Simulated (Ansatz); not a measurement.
Working through a short molecular-dynamics run of B2H5NSi, SMILES BN1B[SiH2]1

Computed with Ansatz 0.2.0, Python API.

Notebook, run cell by cell (the value of a cell's last expression is shown):

**Cell 1**
```python
import ansatz as az
import numpy as np
```

**Cell 2**
```python
params = {
    "basis_set": "def2-SVP",
    "xc": "B3LYP",
    "n_steps": 40,
    "temperature_k": 500,
}
```

**Cell 3**
```python
system = (
    az.Crystal.molecule()
    .atom("B", [-0.8356, 1.1161, 0.1579])
    .atom("N", [-0.0416, 0.0983, 0.8408])
    .atom("B", [1.2859, 0.0443, 0.1091])
    .atom("Si", [-0.0282, -1.3324, -0.1272])
    .atom("H", [-2.0582, 1.0349, 0.1065])
    .atom("H", [-0.4457, 2.261, -0.0371])
    .atom("H", [2.4056, 0.5036, -0.1192])
    .atom("H", [0.4027, -2.5624, 0.5143])
    .atom("H", [-0.5964, -1.2097, -1.4622])
)
```

**Cell 4**
```python
base = (
    system.calculation()
    .basis(gaussian=params["basis_set"])
    .functional(params["xc"])
    .md("nvt_langevin", timestep=0.25, steps=params["n_steps"], temperature=params["temperature_k"], initial_velocities="maxwell_boltzmann", seed=15, friction=0.02)
)
frames = []
res = base.session().plan().execute(on_event=lambda e: frames.append(e["data"]) if e["event"] == "md_step" else None)
print("t (fs)   E_pot (eV)      E_kin (eV)   T (K)   d(0-1) (A)")
for f in frames[::2]:
    xyz = np.array(f["positions_ang"])
    print(f"{f['time_fs']:6.2f} {f['lagrangian_ev']:14.5f} {f['e_kin_ev']:10.5f} {f['temperature_k']:8.1f} {np.linalg.norm(xyz[0] - xyz[1]):9.4f}")
print("mean temperature", round(float(np.mean([f["temperature_k"] for f in frames])), 1), "K")
```
Output:
```text
t (fs)   E_pot (eV)      E_kin (eV)   T (K)   d(0-1) (A)
  0.00   -10795.95751    0.51704    444.4    1.4604
  0.50   -10795.99088    0.55859    480.2    1.4679
  1.00   -10796.01717    0.62426    536.6    1.4747
  1.50   -10796.03507    0.68156    585.9    1.4816
  2.00   -10796.04636    0.69714    599.3    1.4880
  2.50   -10796.05452    0.65842    566.0    1.4931
  3.00   -10796.07064    0.61827    531.5    1.4980
  3.50   -10796.10245    0.65199    560.4    1.5021
  4.00   -10796.15085    0.74343    639.0    1.5050
  4.50   -10796.20939    0.78815    677.5    1.5075
  5.00   -10796.27598    0.82565    709.7    1.5090
  5.50   -10796.34025    0.83549    718.2    1.5094
  6.00   -10796.40215    0.88834    763.6    1.5088
  6.50   -10796.45568    0.91077    782.9    1.5076
  7.00   -10796.50150    0.99682    856.9    1.5054
  7.50   -10796.53582    1.01669    873.9    1.5029
  8.00   -10796.55861    1.06840    918.4    1.4999
  8.50   -10796.56989    1.05342    905.5    1.4962
  9.00   -10796.57794    1.04022    894.2    1.4914
  9.50   -10796.58544    1.02431    880.5    1.4859
 10.00   -10796.59129    1.04534    898.6    1.4798
mean temperature 707.3 K
```

Caveats:
- Total energies depend on the basis set; only differences at equal settings carry meaning.
- The trajectory is only some femtoseconds long, so its temperature is not equilibrated; where the script doesn't relax first, it starts from a rough generated geometry.
- b3lyp holds the VWN-RPA fit, as in Gaussian; the form of ORCA and Turbomole is b3lyp5.
- The printed temperature counts all 3N degrees of freedom under Langevin dynamics, so the first row lies under the target.
- Timing: 2 min on 1 thread of Arm Neoverse V2, on a shared host, peak memory 0.23 GiB.
